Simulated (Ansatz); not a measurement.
# CH₉AlSi₃: up Jacob's ladder to CCSD(T)

Aim: compute CH₉AlSi₃ with functionals from several rungs and with coupled cluster, and see how far each lands from CCSD(T) at the basis-set limit for the atomisation energy.

The runs use Ansatz 0.2.0, Gaussian basis; functionals in def2-TZVPP, the program's frozen cores in correlated methods.

Plan: PBE-D4, r2SCAN-D4, PBE0-D4, B3LYP-D4, ωB97X-V, ωB97M-V, B2PLYP; CCSD(T)/def2-TZVPP; MP2/def2-QZVPP; extrapolation to the limit.

## (1) The geometry

All runs share one geometry, relaxed beforehand with PBE0-D4 in a triple-zeta def2 set.

14 atoms, charge 0, spin multiplicity 1.

Atoms are counted from 1 here; the program's logs count them from 0.

Bond lengths: Al1–Si2 2.472 Å, Al1–H6 1.588 Å, Al1–H7 1.590 Å, Si2–Si3 2.310 Å, Si2–H8 1.493 Å, Si2–H9 1.490 Å, Si3–C4 1.911 Å, Si3–Si5 2.252 Å, Si3–H10 1.485 Å, C4–Si5 1.879 Å, C4–H11 1.091 Å, C4–H12 1.086 Å, Si5–H13 1.524 Å, Si5–H14 1.481 Å. Angles: Si2–Al1–H6 119.3°, Si2–Al1–H7 117.7°, H6–Al1–H7 121.2°, Al1–Si2–Si3 97.3°, Al1–Si2–H8 116.6°, Al1–Si2–H9 114.5°, Si3–Si2–H8 111.5°, Si3–Si2–H9 108.2°, H8–Si2–H9 108.2°, Si2–Si3–C4 109.5°, Si2–Si3–Si5 100.9°, Si2–Si3–H10 129.5°, C4–Si3–Si5 52.9°, C4–Si3–H10 116.1°, Si5–Si3–H10 123.4°, Si3–C4–Si5 72.9°, Si3–C4–H11 113.3°, Si3–C4–H12 120.3° and more.

## (2) PBE-D4 (GGA)

in.yaml reads:

```yaml
crystal:
  periodic: [false, false, false]
  atoms:
    - {symbol: Al, position_ang: [0.241111, 1.609928, 1.322409]}
    - {symbol: Si, position_ang: [-1.701936, 1.014500, -0.085412]}
    - {symbol: Si, position_ang: [-0.729148, -0.767288, -1.188427]}
    - {symbol: C, position_ang: [0.344578, -1.765382, 0.037466]}
    - {symbol: Si, position_ang: [1.443647, -0.432687, -0.700679]}
    - {symbol: H, position_ang: [0.949127, 3.016544, 1.114662]}
    - {symbol: H, position_ang: [0.500811, 0.741294, 2.629117]}
    - {symbol: H, position_ang: [-2.945517, 0.602360, 0.630280]}
    - {symbol: H, position_ang: [-2.068833, 2.043679, -1.098862]}
    - {symbol: H, position_ang: [-1.193537, -1.497655, -2.395378]}
    - {symbol: H, position_ang: [0.612999, -2.756402, -0.330721]}
    - {symbol: H, position_ang: [0.094231, -1.787517, 1.094375]}
    - {symbol: H, position_ang: [1.669453, 0.729613, 0.259024]}
    - {symbol: H, position_ang: [2.770211, -0.780188, -1.258856]}
basis:
  gaussian: {orbitals: def2-TZVPP}
hamiltonian: {xc: pbe, dispersion: d4}
output: {forces: true, orbitals: {seedname: orbitals}}
```

Command:

```bash
ansatz run in.yaml --threads 4 --pin off --events-out ev --progress --plain --max-ram 10444MiB
```

After this run come: r2SCAN-D4 (meta-GGA); PBE0-D4 (hybrid); B3LYP-D4 (hybrid); ωB97X-V (range-separated); ωB97M-V (range-separated); B2PLYP (double hybrid); CCSD(T) in def2-TZVPP; MP2 in def2-QZVPP.

Before running them: what should the planned runs give, taken together? Wanted: atomisation energy, CCSD(T)/CBS; farthest; mean size of error, hybrid; mean size of error, range-separated; gap, smallest and largest; T1 diagnostic; triples share of the correlation energy.

The runs gave:

| quantity | value |
| --- | --- |
| atomisation energy, CCSD(T)/CBS | 4212.2 kJ/mol |
| functionals within 21.1 kJ/mol (0.5 %) | PBE-D4, r2SCAN-D4, PBE0-D4, ωB97M-V |
| farthest | B2PLYP (-90.2 kJ/mol) |
| mean size of error, hybrid | 21.1 kJ/mol |
| mean size of error, range-separated | 19.7 kJ/mol |
| gap, smallest and largest | 3.76 eV (PBE-D4), 9.65 eV (ωB97X-V) |
| T1 diagnostic | 0.0142 |
| triples share of the correlation energy | 4.2 % |

PBE-D4 is off by -7.6 kJ/mol. Double hybrids carry the basis error of their MP2 part in triple zeta, and no dispersion term here, so their miss is partly the set-up's. The reference freezes the cores and leaves out relativity and excitations past (T), so misses under about 21.1 kJ/mol can't be ranked. Hartree-Fock recovers 74 % of the binding; the rest is correlation. Orbital gaps span 3.8 to 9.7 eV; exact exchange widens them.
